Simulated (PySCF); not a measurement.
# C₆H₅F: excited-state relaxation

What do calculations give for the excited-state relaxation of C₆H₅F (`Fc1ccccc1`)?

Programs: PySCF 2.14.0, with routines of our own; each step states its level. All values are computed. Atoms count from 0.

## 1. The system as given

12 atoms, charge 0, multiplicity 1; geometry from: GFN2-xTB.

## 2. Optimising the geometry at BHandHLYP/6-31+G*

What the job is given:

```
{"job": {"xc": "BHandHLYP", "basis": "6-31+G*", "grid": 1, "kind": "geom"}, "charge": 0, "multiplicity": 1}
F     -2.255213    -1.465224     0.011692
C     -1.122564    -0.729488     0.004484
C      0.097591    -1.379539    -0.019046
C      1.252996    -0.617615    -0.026258
C      1.178173     0.765381    -0.009484
C     -0.054904     1.395957     0.014139
C     -1.220560     0.649697     0.020793
H      0.130888    -2.457517    -0.030474
H      2.214578    -1.107869    -0.044809
H      2.083462     1.353298    -0.013799
H     -0.111310     2.473986     0.027126
H     -2.191939     1.118246     0.039608
```

On the command line:

```console
$ OMP_NUM_THREADS=1 python excited_run.py task.json out
```

The driver reads the jobs from task.json and runs them one after another.

Standard output:

```text
step   0  E = -331.31465778  max force = 0.006191
step   1  E = -331.31400044  max force = 0.008286
step   2  E = -331.31463139  max force = 0.004463
step   3  E = -331.31482492  max force = 0.002738
step   4  E = -331.31480257  max force = 0.002073
step   5  E = -331.31485742  max force = 0.000623
step   6  E = -331.31486293  max force = 0.000132
optimisation converged
```

It took 28 s on 1 thread of Arm Neoverse V2, shared host; peak memory 0.57 GiB.

The steps of the relaxation: (the energy doesn't fall at every step)

```
step  energy from step 0 (eV)  largest force component (eV/Å)
   0                   0.0000                          0.3184
   1                   0.0179                          0.4261
   2                   0.0007                          0.2295
   3                  -0.0045                          0.1408
   4                  -0.0039                          0.1066
   5                  -0.0054                          0.0320
   6                  -0.0056                          0.0068
```

Distances of close pairs at the start and the end, largest changes first:

```
 bond  before (Å)  after (Å)  change (Å)
F0–C1       1.351      1.343      -0.007
C2–C3       1.384      1.388      +0.004
C5–C6       1.384      1.388      +0.004
C3–C4       1.385      1.389      +0.004
C4–C5       1.385      1.389      +0.003
C1–C6       1.383      1.380      -0.003
C1–C2       1.383      1.380      -0.003
C4–H9       1.079      1.078      -0.002
```

The final coordinates are the input of the step that follows.

```
                         at the end point                value
  point group (found at 0.08 Å tolerance)                  C2v
rotational constants (GHz, main isotopes)  5.733, 2.595, 1.786
                        dipole moment (D)                 1.78
```

## 3. Excited-state relaxation: TDA BHandHLYP/6-31+G*

What the job is given:

```
{"job": {"kind": "xopt", "state": "S1", "method": "TDA", "freq": false, "xc": "BHandHLYP", "basis": "6-31+G*", "grid": 1}, "charge": 0, "multiplicity": 1}
F     -0.215939    -2.660459     0.199112
C     -0.109163    -1.325188     0.099724
C      1.149674    -0.764663     0.027977
C      1.250937     0.616116    -0.072869
C      0.108451     1.405021    -0.100133
C     -1.144067     0.810228    -0.026757
C     -1.262991    -0.569053     0.074365
H      2.019572    -1.399150     0.051263
H      2.225461     1.073224    -0.130104
H      0.193843     2.476360    -0.178527
H     -2.033765     1.418387    -0.048025
H     -2.222155    -1.055158     0.132849
```

Level: TDA BHandHLYP/6-31+G* excited-state geometry optimisation, gas phase.

Standard output:

```text
final grid: 48744 points
cycle   1  E = -331.2657373820  dE =  1.519e+00  |g| = 4.578e-01  |ddm| = 1.053e+01
cycle   2  E = -331.2798797720  dE = -1.414e-02  |g| = 4.383e-01  |ddm| = 1.687e+00
cycle   3  E = -331.3139230776  dE = -3.404e-02  |g| = 6.080e-02  |ddm| = 4.164e-01
cycle   4  E = -331.3146071360  dE = -6.841e-04  |g| = 3.069e-02  |ddm| = 1.865e-01
cycle   5  E = -331.3148568662  dE = -2.497e-04  |g| = 4.809e-03  |ddm| = 6.467e-02
cycle   6  E = -331.3148619363  dE = -5.070e-06  |g| = 1.911e-03  |ddm| = 1.006e-02
cycle   7  E = -331.3148628871  dE = -9.508e-07  |g| = 3.087e-04  |ddm| = 3.361e-03
cycle   8  E = -331.3148629195  dE = -3.235e-08  |g| = 1.835e-04  |ddm| = 7.028e-04
cycle   9  E = -331.3148629278  dE = -8.284e-09  |g| = 3.043e-05  |ddm| = 4.195e-04
cycle  10  E = -331.3148629282  dE = -4.222e-10  |g| = 1.013e-05  |ddm| = 9.756e-05
converged SCF energy = -331.3148629282

vertical S1 at the ground-state geometry: 5.7634 eV
step    E(state)/Eh    max force   excitation/eV  root
  0    -331.10284463   0.050263     5.7018      1
  1    -331.10488640   0.012282     5.4332      1
  2    -331.10627322   0.012985     5.5094      1
  3    -331.10723655   0.007960     5.4829      1
  4    -331.10784400   0.002245     5.4942      1
  5    -331.10782417   0.002625     5.5019      1
  6    -331.10790211   0.000776     5.4964      1
  7    -331.10788905   0.001939     5.4981      1
  8    -331.10791372   0.000129     5.4969      1
optimisation converged
vertical emission 5.4969 eV, adiabatic 5.6314 eV, Stokes shift 0.2664 eV, reorganisation 0.1320 (excited) and 0.1344 eV (ground)
```

Run time: 79 s. Hardware: 1 thread of Arm Neoverse V2, shared host; peak memory 0.71 GiB.

In short:

```
                 quantity    value
  vertical absorption, S1  5.76 eV
     adiabatic energy, S1  5.63 eV
    vertical emission, S1  5.50 eV
         Stokes shift, S1  0.27 eV
geometry moved (RMSD), S1  0.030 Å
```

Bonds of the start that changed most:

```
 bond  start (Å)  end (Å)
C4–C5      1.389    1.418
C3–C4      1.389    1.418
C6–C1      1.380    1.408
C1–C2      1.380    1.408
C5–C6      1.388    1.415
C2–C3      1.388    1.415
```

Orbitals, density, ELF and potential are computed afterwards from the orbital file.

Frontier orbitals at BHandHLYP/6-31+G*, with the share of their density that lies nearest to each atom:

```
orbital  energy (eV)                                                lies on
   HOMO        -8.10  C1, C4 about 26 % each; C2, C6 about 9 % each; F0 7 %
   LUMO         0.49    4 C atoms about 17 % each; 4 H atoms about 6 % each
```

ELF in a plane through or near 12 of the atoms.

Ten even steps from ' ' (0.00) to '@' (1.00):
```
                                                        
                                                        
                                                        
                ..**##**..      ++##++..                
              --%%@@@@@@**    **@@@@@@##::              
              --%%@@@@@@##....##@@@@@@%%::              
                ..##@@%%==####==%%@@%%..                
                  ::++..##@@##**--++::  ..--::          
        ::++%%**====%%##--##**==%%%%::::**##++::        
        ##@@@@@@@@----====    ==--::--##++**##==        
        ##@@@@@@@@--====++    ++--==--##++####==        
        ::++##**====%%##--##**==%%%%----**##++::        
                  ::++  %%%%##**::**::  ..--::          
                ::%%@@%%==####==%%@@%%..                
              --%%@@@@@@##....##@@@@@@%%::              
              --%%@@@@@@++    **@@@@@@##::              
                ..**##**      ..**##++..                
                                                        
                                                        
                                                        
```
The map spans 10.6 Å across and 9.5 Å up, centred on the molecule. Atoms in the plane (x, y in Å): F0 (2.7, 0.0), C1 (1.3, 0.0), C2 (0.7, 1.2), C3 (-0.7, 1.2), C4 (-1.4, 0.0), C5 (-0.7, -1.2), C6 (0.7, -1.2), H7 (1.3, 2.1), H8 (-1.3, 2.2), H9 (-2.5, 0.0), H10 (-1.3, -2.2), H11 (1.3, -2.2).

log10 of the density (e/Å³) in the same plane.

Values, 10 rows by 14 columns:
```
-4.0 -4.0 -4.0 -4.0 -4.0 -4.0 -4.0 -4.0 -4.0 -4.0 -4.0 -4.0 -4.0 -4.0
-4.0 -4.0 -4.0 -3.9 -3.1 -2.6 -2.8 -3.0 -2.6 -2.8 -3.4 -4.0 -4.0 -4.0
-4.0 -4.0 -4.0 -2.9 -1.7 -0.6 -1.0 -1.5 -0.7 -1.0 -2.2 -3.6 -4.0 -4.0
-4.0 -4.0 -3.3 -2.4 -1.3  0.1  0.2  0.1  0.3 -0.5 -1.7 -2.5 -3.4 -4.0
-4.0 -3.7 -2.3 -1.2 -0.6  0.2  0.2  0.1  0.3 -0.3 -0.2 -0.8 -2.2 -3.7
-4.0 -3.5 -1.9 -0.5  0.2  1.0 -0.2 -0.7  0.4  0.2  1.1  0.0 -1.7 -3.5
-4.0 -4.0 -2.8 -2.0 -1.2  0.1  1.4  0.3  0.6 -0.6 -1.1 -1.6 -2.7 -4.0
-4.0 -4.0 -3.9 -2.6 -1.3  0.2 -0.4 -0.8  0.1 -0.5 -1.9 -3.3 -4.0 -4.0
-4.0 -4.0 -4.0 -3.4 -2.4 -1.8 -2.1 -2.3 -1.8 -2.0 -2.8 -4.0 -4.0 -4.0
-4.0 -4.0 -4.0 -4.0 -4.0 -3.7 -3.9 -4.0 -3.7 -3.9 -4.0 -4.0 -4.0 -4.0
```
The map spans 10.6 Å across and 9.5 Å up, centred on the molecule. Atoms in the plane (x, y in Å): F0 (2.7, 0.0), C1 (1.3, 0.0), C2 (0.7, 1.2), C3 (-0.7, 1.2), C4 (-1.4, 0.0), C5 (-0.7, -1.2), C6 (0.7, -1.2), H7 (1.3, 2.1), H8 (-1.3, 2.2), H9 (-2.5, 0.0), H10 (-1.3, -2.2), H11 (1.3, -2.2).

On the surface of density 0.002 e/bohr³ the electrostatic potential runs, from the 1st to the 99th percentile, from -0.85 V near F0 to 1.10 V near H8.

## 4. Excited-state relaxation: UKS BHandHLYP/6-31+G*

Settings changed since step 3:

```diff
@@ -1,2 +1,2 @@
-{"job": {"kind": "xopt", "state": "S1", "method": "TDA", "freq": false, "xc": "BHandHLYP", "basis": "6-31+G*", "grid": 1}, "charge": 0, "multiplicity": 1}
+{"job": {"kind": "xopt", "state": "T1", "method": "UKS", "freq": false, "xc": "BHandHLYP", "basis": "6-31+G*", "grid": 1}, "charge": 0, "multiplicity": 1}
 F     -0.215939    -2.660459     0.199112
```

Method: UKS BHandHLYP/6-31+G* excited-state geometry optimisation, gas phase.

Standard output:

```text
final grid: 48744 points
cycle   1  E = -331.2657373820  dE =  1.519e+00  |g| = 4.578e-01  |ddm| = 1.053e+01
cycle   2  E = -331.2798797720  dE = -1.414e-02  |g| = 4.383e-01  |ddm| = 1.687e+00
cycle   3  E = -331.3139230776  dE = -3.404e-02  |g| = 6.080e-02  |ddm| = 4.164e-01
cycle   4  E = -331.3146071360  dE = -6.841e-04  |g| = 3.069e-02  |ddm| = 1.865e-01
cycle   5  E = -331.3148568662  dE = -2.497e-04  |g| = 4.809e-03  |ddm| = 6.467e-02
cycle   6  E = -331.3148619363  dE = -5.070e-06  |g| = 1.911e-03  |ddm| = 1.006e-02
cycle   7  E = -331.3148628871  dE = -9.508e-07  |g| = 3.087e-04  |ddm| = 3.361e-03
cycle   8  E = -331.3148629195  dE = -3.235e-08  |g| = 1.835e-04  |ddm| = 7.028e-04
cycle   9  E = -331.3148629278  dE = -8.284e-09  |g| = 3.043e-05  |ddm| = 4.195e-04
cycle  10  E = -331.3148629282  dE = -4.222e-10  |g| = 1.013e-05  |ddm| = 9.756e-05
converged SCF energy = -331.3148629282

vertical T1 at the ground-state geometry: 4.3123 eV
step    E(state)/Eh    max force   <S^2>
  0    -331.15752782   0.109915    2.1019
  1    -331.16581524   0.045032    2.0903
  2    -331.16975416   0.037553    2.1034
  3    -331.17485467   0.024484    2.1122
  4    -331.17716958   0.006990    2.1031
  5    -331.17735767   0.012617    2.1037
  6    -331.17810397   0.002571    2.1086
  7    -331.17806531   0.005053    2.1100
  8    -331.17823180   0.001957    2.1101
  9    -331.17827431   0.001392    2.1110
 10    -331.17831841   0.001040    2.1120
 11    -331.17832846   0.000569    2.1121
 12    -331.17833482   0.000249    2.1121
optimisation converged
vertical emission 3.1090 eV, adiabatic 3.7151 eV, Stokes shift 1.2033 eV, reorganisation 0.5972 (excited) and 0.6061 eV (ground)
```

It took 1.9 min on 1 thread of Arm Neoverse V2, shared host; peak memory 0.66 GiB.

In short:

```
                                     quantity    value
vertical gap at the ground-state geometry, T1  4.31 eV
                         adiabatic energy, T1  3.72 eV
     vertical gap at the relaxed geometry, T1  3.11 eV
               difference of the two gaps, T1  1.20 eV
                    geometry moved (RMSD), T1  0.054 Å
```

Bonds of the start that changed most:

```
 bond  start (Å)  end (Å)
C5–C6      1.388    1.512
C2–C3      1.388    1.513
C3–C4      1.389    1.381
C6–C1      1.380    1.373
C4–C5      1.389    1.383
C1–C2      1.380    1.375
```

## 5. Results

| quantity | value |
| --- | --- |
| point group | C2v |
| rotational constants (main isotopes) | 5.73, 2.60, 1.79 GHz |
| vertical absorption, S1 (step 3, TDA BHandHLYP/6-31+G*) | 5.76 eV |
| adiabatic energy, S1 (step 3, TDA BHandHLYP/6-31+G*) | 5.63 eV |
| vertical emission, S1 (step 3, TDA BHandHLYP/6-31+G*) | 5.50 eV |
| Stokes shift, S1 (step 3, TDA BHandHLYP/6-31+G*) | 0.27 eV |
| surface potential, 1st and 99th percentile | -0.85 V and 1.10 V |
| vertical gap at the ground-state geometry, T1 (step 4, UKS BHandHLYP/6-31+G*) | 4.31 eV |
| adiabatic energy, T1 (step 4, UKS BHandHLYP/6-31+G*) | 3.72 eV |
| vertical gap at the relaxed geometry, T1 (step 4, UKS BHandHLYP/6-31+G*) | 3.11 eV |
| difference of the two gaps, T1 (step 4, UKS BHandHLYP/6-31+G*) | 1.20 eV |

**Reading.** Relaxing lowered the energy by 0.006 eV in 6 steps; the close pair that moved most is F0–C1, from 1.351 to 1.343 Å. Where no frequencies were run, the relaxed excited state may be a saddle. In step 3 (excited-state relaxation), among the bonds C4–C5 changes most, from 1.389 to 1.418 Å. In step 4 the state is spin-contaminated. In step 4 (excited-state relaxation), among the bonds C5–C6 changes most, from 1.388 to 1.512 Å. ΔSCF (UKS) and response values aren't on one footing and may follow different states, so their differences aren't method errors alone, and singlets and triplets from the two don't rank.
